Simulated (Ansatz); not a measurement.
**C2H3FGe (SMILES C#[C][GeH2][F]): HF/STO-3G**

Aim: the energy change on altering one bond length of C2H3FGe at HF/STO-3G, from 2 runs. 

Program for the calculation: Ansatz 0.2.0.

63 further runs of the same task are left out: 63 set aside as unsound or not needed. Runs told in other sessions of the task aren't counted.

### 1 The system as given

The species is C2H3FGe (7 atoms), meant as a singlet with charge 0. SMILES: `C#[C][GeH2][F]`. The coordinates come from a PBE0-D4/def2-TZVP relaxation.

Bond lengths: C1–C2 1.205 Å, C2–Ge3 1.891 Å, Ge3–F4 1.737 Å, C1–H5 1.066 Å, Ge3–H6 1.530 Å, Ge3–H7 1.530 Å. Angles: C1–C2–Ge3 178.5°, C2–Ge3–F4 106.8°, C2–C1–H5 179.5°, C2–Ge3–H6 111.0°, C2–Ge3–H7 111.0°, F4–Ge3–H6 106.5°, F4–Ge3–H7 106.5°, H6–Ge3–H7 114.4°.

### 2 The energy at HF/STO-3G

Input file job.yaml:

```yaml
crystal:
  periodic: [false, false, false]
  atoms:
    - {symbol: C, position_ang: [1.589600, -1.011400, 0.749400]}
    - {symbol: C, position_ang: [0.653200, -0.399300, 0.302800]}
    - {symbol: Ge, position_ang: [-0.795200, 0.603200, -0.384600]}
    - {symbol: F, position_ang: [-1.928600, -0.538300, -1.040400]}
    - {symbol: H, position_ang: [2.414700, -1.560800, 1.142300]}
    - {symbol: H, position_ang: [-1.525800, 1.349500, 0.733200]}
    - {symbol: H, position_ang: [-0.346600, 1.489200, -1.548300]}
basis:
  gaussian:
    orbitals: STO-3G
output:
  orbitals: {seedname: orbitals}
accuracy: high
hamiltonian:
  xc: hf
```

Started as:

```
$ ansatz run job.yaml --threads 1 --pin off --max-ram 2610MiB --events-out events.jsonl --progress --plain --runs-dir runs
```

The log of the run:

```text
Warning: RAYON_NUM_THREADS=1 ignored (pool sized by the plan → 1); use --threads N
Functional definition: HF
  name "HF"
  exchange = exact_x
  correlation = 0
615 factors; integrals over basis functions are off by at most 7.6e-9 eV
mean field evaluation 1: about -60578.3561 eV, gradient 1.9e1 eV
mean field evaluation 2: about -60578.3882 eV, gradient 1.9e1 eV
mean field evaluation 4: about -60580.2849 eV, gradient 2.0e0 eV
mean field evaluation 8: about -60580.3028 eV, gradient 2.5e-2 eV
mean field -60580.30275892 eV, -2226.2850635863 hartree, gradient 7.0e-8 eV, S^2 0.000000; 0 other end points of the search recorded, 0 dependent functions left out
reference -60580.30275892 eV, -2226.2850635863 hartree; 28, 28 occupied and 8, 8 virtual orbitals, 615 factors
Total energy: -60580.30275892 eV, -2226.2850635863 hartree
```

Run time: 0.18 s. Hardware: 1 thread of AMD EPYC 9R45 (Zen 5), shared host.

### 3 The distorted shape at the same level

Input file in.yaml:

```yaml
crystal:
  periodic: [false, false, false]
  atoms:
    - symbol: C
      position_ang: [0.599453, -0.352102, 0.277907]
    - symbol: C
      position_ang: [-0.336947, 0.259998, -0.168693]
    - symbol: Ge
      position_ang: [-1.785347, 1.262498, -0.856093]
    - symbol: F
      position_ang: [-2.918747, 0.120998, -1.511893]
    - symbol: H
      position_ang: [2.414700, -1.560800, 1.142300]
    - symbol: H
      position_ang: [-2.515947, 2.008798, 0.261707]
    - symbol: H
      position_ang: [-1.336747, 2.148498, -2.019793]
basis:
  gaussian: {orbitals: STO-3G}
magnetization: {spin_polarized: false}
hamiltonian: {xc: hf}
accuracy: high
output: {orbitals: {seedname: orbitals}}
```

Started as:

```
$ ansatz run in.yaml --threads 1 --pin off --max-ram 2610MiB --events-out events.jsonl --progress --plain --runs-dir runs
```

The log of the run:

```text
Warning: RAYON_NUM_THREADS=1 ignored (pool sized by the plan → 1); use --threads N
Functional definition: HF
  name "HF"
  exchange = exact_x
  correlation = 0
615 factors; integrals over basis functions are off by at most 7.8e-9 eV
mean field evaluation 1: about -60568.2019 eV, gradient 2.2e1 eV
mean field evaluation 2: about -60568.2321 eV, gradient 2.2e1 eV
mean field evaluation 4: about -60571.0644 eV, gradient 6.0e0 eV
mean field evaluation 8: about -60571.2057 eV, gradient 4.3e-5 eV
mean field -60571.20185022 eV, -2225.9506113604 hartree, gradient 9.4e-8 eV, S^2 0.000000; 0 other end points of the search recorded, 0 dependent functions left out
reference -60571.20185022 eV, -2225.9506113604 hartree; 28, 28 occupied and 8, 8 virtual orbitals, 615 factors
Total energy: -60571.20185022 eV, -2225.9506113604 hartree
```

It took 0.18 s on 1 thread of AMD EPYC 9R45 (Zen 5), shared host.

### 4 Results

At HF/STO-3G:

| quantity | value |
| --- | --- |
| first shape: total energy | -2226.28506 Eh |
| first shape: HOMO energy | -8.97 eV |
| first shape: LUMO energy | 9.31 eV |
| first shape: HOMO–LUMO gap | 18.28 eV |
| distorted shape: total energy | -2225.95061 Eh |
| distorted shape: HOMO energy | -8.38 eV |
| distorted shape: LUMO energy | 1.38 eV |
| distorted shape: HOMO–LUMO gap | 9.76 eV |
| energy change with the C1–H5 bond stretched from 1.066 to 2.346 Å | 9.101 eV |

In words: One bond (distorted shape) is far stretched, which a spin-restricted single reference describes badly; a broken-symmetry solution may lie lower. With the C1–H5 bond stretched from 1.066 to 2.346 Å the energy rises by 9.10 eV (878 kJ/mol). The first shape isn't relaxed at this level, so the change isn't measured from a minimum. A restricted reference can't describe the breaking bond well at this length. The minimal basis adds a large error of its own.
